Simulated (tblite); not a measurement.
# C4H9BOSi: the cost of one run

Computed with tblite 0.8.0 and PySCF 2.14.0, with density-fitted response routines of our own, on a single molecule in the gas phase. Atoms count from 0, in the outputs and in this text.

## Step 1: The molecule as given

16 atoms, charge 0, multiplicity 1; geometry from: force field or distance geometry start.

Bonds of the start (Å): C0–C1 1.50, C1–O2 1.38, O2–B3 1.45, B3–C4 1.54, C4–C5 1.22, C5–Si6 1.84, C0–H7 1.10, C0–H8 1.12, C0–H9 1.13, C1–H10 1.11, C1–H11 1.14, B3–H12 1.19, Si6–H13 1.48, Si6–H14 1.47, Si6–H15 1.47.

## Step 2: Relaxing the molecule with GFN2-xTB

Job settings and geometry (Å):

```
{"job": {"kind": "relax", "xc": "GFN2-xTB", "basis": "xTB"}, "charge": 0, "multiplicity": 1}
C     -3.073200     0.992300    -0.053000
C     -1.987400    -0.028400     0.125000
O     -1.242400    -0.290900    -1.007600
B     -0.199600    -1.274500    -0.811300
C      1.182400    -0.800800    -0.338300
C      2.287200    -0.421700     0.001000
Si     3.956900     0.156300     0.499000
H     -3.771000     0.630500    -0.822500
H     -2.587700     1.952300    -0.377500
H     -3.582400     1.108900     0.950400
H     -1.370600     0.269800     0.994200
H     -2.504300    -1.000600     0.408400
H     -0.231100    -2.225700    -1.524900
H      3.746800     1.457200     1.182900
H      4.841600     0.320400    -0.665500
H      4.527300    -0.836000     1.428300
```

Command:

```console
OMP_NUM_THREADS=1 python probes_run.py task.json out
```

One launch serves the whole session: the jobs run in the order shown.

**Question.** How long does this first job take on 1 thread of Arm Neoverse N1, shared host?

About 1.2 s.
